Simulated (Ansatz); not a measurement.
# CH6O2Si (SMILES C[SiH](O)O): CAM-B3LYP/cc-pVDZ

What is the electronic atomisation energy of CH6O2Si at CAM-B3LYP/cc-pVDZ? 

The results are computed with Ansatz 0.2.0.

59 further runs of the same task are left out: 59 set aside as unsound or not needed.

## 1. The structure to begin with

The species is CH6O2Si (10 atoms), meant as a singlet with charge 0. SMILES: `C[SiH](O)O`. The shape is that of a PBE0-D4/def2-TZVP optimisation. This is one conformer, not always the lowest.

Bond lengths: C1–Si2 1.852 Å, Si2–O3 1.647 Å, Si2–O4 1.646 Å, C1–H5 1.093 Å, C1–H6 1.093 Å, C1–H7 1.092 Å, Si2–H8 1.484 Å, O3–H9 0.958 Å, O4–H10 0.958 Å. Some angles: C1–Si2–O3 105.2°, C1–Si2–O4 112.8°, O3–Si2–O4 112.2°, C1–Si2–H8 113.0°, O3–Si2–H8 110.8°, O4–Si2–H8 103.1°, Si2–C1–H5 111.0°, Si2–C1–H6 110.6°, Si2–C1–H7 110.8°, Si2–O3–H9 117.2°.

## 2. A single-point energy at CAM-B3LYP/cc-pVDZ

input.yaml

```yaml
crystal:
  periodic: [false, false, false]
  atoms:
    - {symbol: C, position_ang: [-1.293000, 0.347800, -0.146400]}
    - {symbol: Si, position_ang: [0.517500, 0.180000, 0.206800]}
    - {symbol: O, position_ang: [0.650400, -1.156000, 1.160800]}
    - {symbol: O, position_ang: [1.425000, 0.058500, -1.161600]}
    - {symbol: H, position_ang: [-1.681100, -0.549800, -0.635600]}
    - {symbol: H, position_ang: [-1.853400, 0.489100, 0.780800]}
    - {symbol: H, position_ang: [-1.484400, 1.203800, -0.797400]}
    - {symbol: H, position_ang: [1.088600, 1.369900, 0.884700]}
    - {symbol: H, position_ang: [1.521500, -1.366900, 1.499800]}
    - {symbol: H, position_ang: [1.192100, -0.627600, -1.788900]}
basis:
  gaussian: {orbitals: cc-pVDZ}
hamiltonian: {xc: {name: CAM-B3LYP}}
accuracy: high
output: {orbitals: {seedname: orbitals}}
```

Launch:

```console
$ ansatz run input.yaml --threads 1 --pin off --max-ram 3480MiB --events-out events.jsonl --progress --plain --runs-dir runs
```

Output:

```text
Warning: RAYON_NUM_THREADS=1 ignored (pool sized by the plan → 1); use --threads N
Functional definition: CAM-B3LYP
  name "CAM-B3LYP"
  parameter alpha = 0.19
  parameter beta = 0.46
  parameter omega = 0.33/bohr
  parameter ac = 0.81
  exchange = (1 - alpha - beta)*b88_x + beta*b88_x_sr(omega) + alpha*exact_x + beta*exact_x_lr(omega)
  correlation = (1 - ac)*vwn5_c + ac*lyp_c
2099 factors; integrals over basis functions are off by at most 3.5e-9 eV
421 factors; integrals over basis functions are off by at most 2.5e-9 eV
mean field evaluation 1: about -13098.6667 eV, gradient 6.8e1 eV
mean field evaluation 2: about -13096.8024 eV, gradient 7.7e1 eV
mean field evaluation 4: about -13107.0155 eV, gradient 1.7e0 eV
mean field evaluation 8: about -13107.1793 eV, gradient 1.0e-1 eV
mean field evaluation 16: about -13107.1793 eV, gradient 1.9e-5 eV
mean field -13107.17931602 eV, -481.6799554985 hartree, gradient 5.5e-8 eV, S^2 0.000000; 0 other end points of the search recorded, 0 dependent functions left out
reference -13107.17933597 eV, -481.6799562318 hartree; 21, 21 occupied and 69, 69 virtual orbitals, 2099 factors
Total energy: -13107.17933597 eV, -481.6799562318 hartree
```

Wall time 9.6 s (1 thread of Arm Neoverse V2, shared host); peak memory 0.34 GiB.

## 3. The C atom at the same level

run.yaml

```yaml
crystal:
  periodic: [false, false, false]
  atoms:
    - {symbol: C, position_ang: [0.000000, 0.000000, 0.000000]}
basis:
  gaussian:
    orbitals: cc-pVDZ
magnetization:
  spin_polarized: true
  initial_magnetization: 2
hamiltonian:
  xc: {name: CAM-B3LYP}
accuracy: high
```

Run the same way, it converges to -37.82936 Eh (log not shown).

## 4. The H atom, same level

job.yaml

```yaml
crystal:
  periodic: [false, false, false]
  atoms:
    - symbol: H
      position_ang: [0.000000, 0.000000, 0.000000]
basis:
  gaussian:
    orbitals: cc-pVDZ
magnetization:
  spin_polarized: true
  initial_magnetization: 1
hamiltonian:
  xc: {name: CAM-B3LYP}
accuracy: high
```

Launch:

```console
$ ansatz run job.yaml --threads 1 --pin off --max-ram 3480MiB --events-out events.jsonl --progress --plain --runs-dir runs
```

Output (excerpt; [...] marks lines left out):

```text
Warning: RAYON_NUM_THREADS=1 ignored (pool sized by the plan → 1); use --threads N
[... 8 set-up lines as earlier in the session ...]
15 factors; integrals over basis functions are off by at most 4.6e-8 eV
15 factors; integrals over basis functions are off by at most 8.5e-10 eV
mean field evaluation 1: about -13.5409 eV, gradient 7.1e-1 eV
mean field evaluation 2: about -13.5416 eV, gradient 7.3e-1 eV
mean field evaluation 4: about -13.5484 eV, gradient 6.8e-5 eV
mean field evaluation 8: about -13.5484 eV, gradient 4.1e-10 eV
mean field -13.54838089 eV, -0.4978938142 hartree, gradient 3.6e-10 eV, S^2 0.750000; 0 other end points of the search recorded, 0 dependent functions left out
reference -13.54839015 eV, -0.4978941546 hartree; 1, 0 occupied and 4, 5 virtual orbitals, 15 factors
Total energy: -13.54839015 eV, -0.4978941546 hartree
```

It took 0.16 s on 1 thread of Arm Neoverse V2, shared host.

## 5. The O atom

input.yaml

```yaml
basis:
  gaussian:
    orbitals: cc-pVDZ
crystal:
  periodic: [false, false, false]
  atoms:
    - {symbol: O, position_ang: [0.000000, 0.000000, 0.000000]}
magnetization:
  spin_polarized: true
  initial_magnetization: 2
hamiltonian:
  xc: {name: CAM-B3LYP}
accuracy: high
```

Run the same way, it converges to -75.04490 Eh (log not shown).

## 6. The Si atom at the same level

run.yaml

```yaml
crystal:
  periodic: [false, false, false]
  atoms:
    - {symbol: Si, position_ang: [0.000000, 0.000000, 0.000000]}
basis:
  gaussian: {orbitals: cc-pVDZ}
magnetization: {spin_polarized: true, initial_magnetization: 2}
hamiltonian: {xc: {name: CAM-B3LYP}}
accuracy: high
```

Run the same way, it converges to -289.37332 Eh (log not shown).

## 7. Outcome

At CAM-B3LYP/cc-pVDZ:

| quantity | value |
| --- | --- |
| molecule: total energy | -481.67996 Eh |
| molecule: HOMO energy | -9.69 eV |
| molecule: LUMO energy | 2.38 eV |
| molecule: HOMO–LUMO gap | 12.07 eV |
| C atom: total energy | -37.82936 Eh |
| C atom: ⟨S²⟩ | 2.002 |
| H atom: total energy | -0.49789 Eh |
| H atom: ⟨S²⟩ | 0.750 |
| O atom: total energy | -75.04490 Eh |
| O atom: ⟨S²⟩ | 2.002 |
| Si atom: total energy | -289.37332 Eh |
| Si atom: ⟨S²⟩ | 2.004 |
| electronic atomisation energy | 38.099 eV |

What this shows: Taking the molecule apart into free atoms costs 38.10 eV (3676 kJ/mol), before zero-point energy and without spin-orbit coupling.
